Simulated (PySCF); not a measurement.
# C3H4F2O2 (methyl difluoroacetate): the cost of one run

Programs: PySCF 2.14.0, with routines of our own; each step states its level. All values are computed. Atoms count from 0.

## 1. The starting structure

11 atoms, charge 0, multiplicity 1; geometry from: GFN2-xTB.

## 2. Excited states: TDA PBE0/def2-SVP

Job settings and geometry (Å):

```
{"job": {"kind": "states", "xc": "PBE0", "basis": "def2-SVP", "tda": true, "soc": true, "nstates": 6, "ntriplets": 4, "nquad": 4}, "charge": 0, "multiplicity": 1}
C     -1.846992     0.205120     0.263411
O     -0.439889     0.343263     0.441560
C      0.342607    -0.296250    -0.398983
O      0.001241    -0.998333    -1.308864
C      1.830981    -0.040373    -0.054683
F      2.097547    -0.470152     1.197761
F      2.098643     1.282732    -0.084435
H     -2.086444    -0.804086    -0.075018
H     -2.298886     0.410191     1.230653
H     -2.193282     0.926713    -0.478161
H      2.499899    -0.556154    -0.759204
```

Method: TDA PBE0/def2-SVP excited states, vertical, gas phase, spin-orbit mean-field couplings.

The run is started by

```console
$ OMP_NUM_THREADS=1 python excited_run.py task.json out
```

One launch serves the whole session: the jobs run in the order shown.

Q: Estimate the wall time and peak memory of this first job on 1 thread of Arm Neoverse N1, shared host.

About 18 s, with a peak of 0.52 GiB.
